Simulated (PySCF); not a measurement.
# C4H8F2Si: circular dichroism and optical rotation

What do calculations give for the circular dichroism and optical rotation of C4H8F2Si (`F[C@H]1C[SiH2][C@@H](F)C1`)?

Programs: PySCF 2.14.0, with routines of our own; each step states its level. All values are computed. Atoms count from 0.

### 1 The system as given

15 atoms, charge 0, multiplicity 1; geometry from: GFN2-xTB.

### 2 Circular dichroism and optical rotation: TDDFT BHandHLYP/def2-SVPD

The job: settings as JSON, then the geometry in Å.

```
{"job": {"kind": "ecd", "xc": "BHandHLYP", "basis": "def2-SVPD", "nstates": 16}, "charge": 0, "multiplicity": 1}
F      0.783087     1.416166     1.304728
C      0.579731     1.153241    -0.037255
C      1.374613    -0.093698    -0.411550
Si     0.318878    -1.539175     0.247767
C     -1.298035    -0.483661     0.240286
F     -1.796857    -0.378639     1.531736
C     -0.907450     0.901703    -0.280044
H      0.925791     2.051816    -0.564887
H      2.372272    -0.030917     0.017342
H      1.485611    -0.129931    -1.494204
H      0.233136    -2.647189    -0.704955
H      0.649656    -1.940558     1.608570
H     -2.128943    -0.891854    -0.343587
H     -1.502360     1.669994     0.217325
H     -1.093544     0.950692    -1.353184
```

Level: TDDFT BHandHLYP/def2-SVPD circular dichroism and optical rotation, one conformer, gas phase.

The run is started by

```bash
$ OMP_NUM_THREADS=1 python excited_run.py task.json out
```

This one command runs all jobs of the session in turn.

The program printed:

```text
coarse grid: 13104 points
cycle   1  E = -645.7559844166  dE =  8.197e-01  |g| = 6.329e-01  |ddm| = 4.923e+00
cycle   2  E = -645.7605880372  dE = -4.604e-03  |g| = 6.898e-01  |ddm| = 1.352e+00
cycle   3  E = -645.8374273175  dE = -7.684e-02  |g| = 6.042e-02  |ddm| = 6.265e-01
cycle   4  E = -645.8380475036  dE = -6.202e-04  |g| = 2.708e-02  |ddm| = 1.183e-01
cycle   5  E = -645.8382229524  dE = -1.754e-04  |g| = 5.219e-03  |ddm| = 4.919e-02
cycle   6  E = -645.8382299297  dE = -6.977e-06  |g| = 7.267e-04  |ddm| = 8.695e-03
final grid: 122944 points
cycle   7  E = -645.8995147401  dE = -2.046e-05  |g| = 3.543e-03  |ddm| = 6.256e-02
cycle   8  E = -645.8995144213  dE =  3.188e-07  |g| = 3.985e-03  |ddm| = 9.410e-03
cycle   9  E = -645.8995174916  dE = -3.070e-06  |g| = 2.343e-04  |ddm| = 4.013e-03
cycle  10  E = -645.8995175003  dE = -8.665e-09  |g| = 1.477e-04  |ddm| = 5.584e-04
cycle  11  E = -645.8995175052  dE = -4.916e-09  |g| = 1.609e-05  |ddm| = 2.050e-04
cycle  12  E = -645.8995175053  dE = -9.027e-11  |g| = 3.993e-06  |ddm| = 4.724e-05
converged SCF energy = -645.8995175053

Singlet excitations and rotatory strengths (1e-40 esu^2 cm^2)
state   eV       nm     f(len)   f(vel)    R(len)    R(vel)   main configurations
  1   7.7812   159.3  0.03425  0.03584    -8.825    -7.704   H->L+1 0.52, H->L+3 0.24
  2   7.9585   155.8  0.00971  0.01061    -6.059    -6.386   H->L 0.84
  3   8.3075   149.2  0.07003  0.07818    36.236    38.175   H->L+3 0.38, H->L+1 0.37
  4   8.5732   144.6  0.06079  0.06260     0.299     0.882   H-1->L+1 0.65
  5   8.6221   143.8  0.03663  0.03711    -4.337    -4.012   H-1->L 0.83
  6   8.9808   138.1  0.11659  0.12598    33.534    35.322   H->L+2 0.55, H-1->L+1 0.14
  7   9.0544   136.9  0.01959  0.02117   -43.289   -45.877   H-1->L+3 0.44, H-2->L+1 0.15, H->L+2 0.10
  8   9.1274   135.8  0.00335  0.00389   -18.943   -19.955   H-2->L+1 0.30, H-4->L+1 0.18, H-1->L+3 0.12
  9   9.2286   134.3  0.00605  0.00660     8.926     9.053   H-2->L 0.36, H->L+4 0.15, H-4->L+1 0.08
 10   9.2843   133.5  0.00221  0.00196     1.330     1.674   H->L+5 0.38, H->L+6 0.14, H->L+3 0.13
 11   9.3402   132.7  0.00987  0.00950   -19.239   -17.494   H-2->L+3 0.19, H-3->L+1 0.17, H-2->L 0.15
 12   9.4702   130.9  0.00151  0.00197    -3.145    -3.647   H->L+4 0.43, H->L+5 0.12, H-2->L 0.12
 13   9.6046   129.1  0.11244  0.11529    -1.402    -1.349   H-3->L 0.32, H-1->L+2 0.28, H->L+6 0.12
 14   9.6664   128.3  0.03278  0.03417    27.212    26.932   H-4->L 0.26, H-3->L 0.23, H-1->L+2 0.12
 15   9.7405   127.3  0.04817  0.05258   -30.263   -29.525   H-1->L+2 0.23, H-1->L+3 0.18, H-4->L 0.17
 16   9.7674   126.9  0.06956  0.07071    20.348    20.123   H->L+6 0.31, H->L+5 0.21, H-1->L+4 0.10

Specific rotation (deg / (dm g/mL))
    nm     length   length(OI)   velocity    alpha(len)  alpha(vel)
  633.0      -1.58      -0.79       7.62       71.276     71.538
  589.3      -1.89      -0.96       8.86       71.499     71.765
  546.0      -2.29      -1.19      10.43       71.778     72.048
  436.0      -4.19      -2.35      17.05       72.931     73.220
  405.0      -5.20      -2.99      20.15       73.454     73.753
  365.0      -7.16      -4.29      25.64       74.363     74.677
  355.0      -7.84      -4.74      27.38       74.646     74.965
```

Run time: 83 s. Hardware: 1 thread of Arm Neoverse V1, shared host; peak memory 0.93 GiB.

Orbitals, density, ELF and potential are computed afterwards from the orbital file.

Frontier orbitals at BHandHLYP/def2-SVPD, with the share of their density that lies nearest to each atom:

| orbital | energy (eV) | lies on |
| --- | --- | --- |
| HOMO | -9.49 | C4 30 %; Si3 17 %; F5 16 % |
| LUMO | 0.85 | H9, H14 about 17 % each; H10 13 %; H7, H8 about 9 % each |

ELF in a plane through or near 7 of the atoms.

Ten even steps from '0' (0.00) to '9' (1.00):
```
0000000000000000000000000000
0000000000000000000000000000
0000000000000000000000000000
0000000000001477520000000000
0000000000003799850000000000
0000000000125899850000000000
0000001211466667630011000000
0000134530169653765899920000
0000135517619879958999950000
0000023305413125317999940000
0000001224686237986677510000
0000000148864883364000000000
0000000014451783277310000000
0000000002564446999950000000
0000000000221103999960000000
0000000000000000478410000000
0000000000000000000000000000
0000000000000000000000000000
0000000000000000000000000000
0000000000000000000000000000
```
The map spans 10.0 Å across and 9.8 Å up, centred on the molecule. Atoms in the plane (x, y in Å): C1 (1.2, 0.3), C2 (0.2, 1.4), Si3 (-1.5, 0.6), C4 (-0.7, -1.2), C6 (0.8, -1.0), H7 (2.2, 0.6), H13 (1.3, -1.8).

log10 of the density (e/Å³) in the same plane.

Values, 10 rows by 14 columns:
```
-4.0 -4.0 -4.0 -4.0 -4.0 -4.0 -4.0 -4.0 -4.0 -4.0 -4.0 -4.0 -4.0 -4.0
-4.0 -4.0 -4.0 -4.0 -4.0 -3.5 -2.9 -2.6 -2.7 -3.3 -4.0 -4.0 -4.0 -4.0
-4.0 -4.0 -3.5 -2.9 -2.6 -2.1 -1.4 -0.7 -1.1 -2.1 -3.1 -3.9 -4.0 -4.0
-4.0 -3.3 -2.3 -1.6 -1.2 -0.8 -0.3  0.3 -0.3 -1.3 -1.8 -2.4 -3.4 -4.0
-4.0 -2.9 -1.9 -0.9 -0.1  1.2 -0.1  0.1  0.2  0.1  0.0 -1.3 -2.7 -3.9
-4.0 -3.2 -2.2 -1.4 -0.7 -0.1 -0.3 -0.4  0.2 -0.1 -0.8 -1.7 -2.9 -4.0
-4.0 -4.0 -3.2 -2.2 -1.2  0.1  0.9  0.2  0.4 -0.3 -1.6 -2.7 -3.7 -4.0
-4.0 -4.0 -4.0 -2.8 -1.7 -0.7 -0.7 -1.1 -0.6 -0.7 -1.8 -3.0 -4.0 -4.0
-4.0 -4.0 -4.0 -3.7 -2.9 -2.3 -2.4 -2.6 -2.4 -2.5 -3.0 -3.8 -4.0 -4.0
-4.0 -4.0 -4.0 -4.0 -4.0 -3.9 -3.9 -4.0 -4.0 -4.0 -4.0 -4.0 -4.0 -4.0
```
The map spans 10.0 Å across and 9.8 Å up, centred on the molecule. Atoms in the plane (x, y in Å): C1 (1.2, 0.3), C2 (0.2, 1.4), Si3 (-1.5, 0.6), C4 (-0.7, -1.2), C6 (0.8, -1.0), H7 (2.2, 0.6), H13 (1.3, -1.8).

On the surface of density 0.002 e/bohr³ the electrostatic potential runs, from the 1st to the 99th percentile, from -1.42 V near F5 to 1.42 V near H10.

### 3 Outcome

| quantity | value |
| --- | --- |
| state of largest rotatory strength (velocity form) among 16 (step 2, TDDFT BHandHLYP/def2-SVPD) | 9.05 eV, R = -45.9 (velocity), -43.3 (length) ·10⁻⁴⁰ esu² cm² |
| specific rotation at 633.0 nm (step 2, TDDFT BHandHLYP/def2-SVPD) | 7.6 (velocity), -1.6 (length) |
| surface potential, 1st and 99th percentile | -1.42 V and 1.42 V |

In step 2 length and velocity forms differ in sign for some values, so those signs are unsure. Rotations belong to one conformer. The length form depends on the origin in a finite basis.
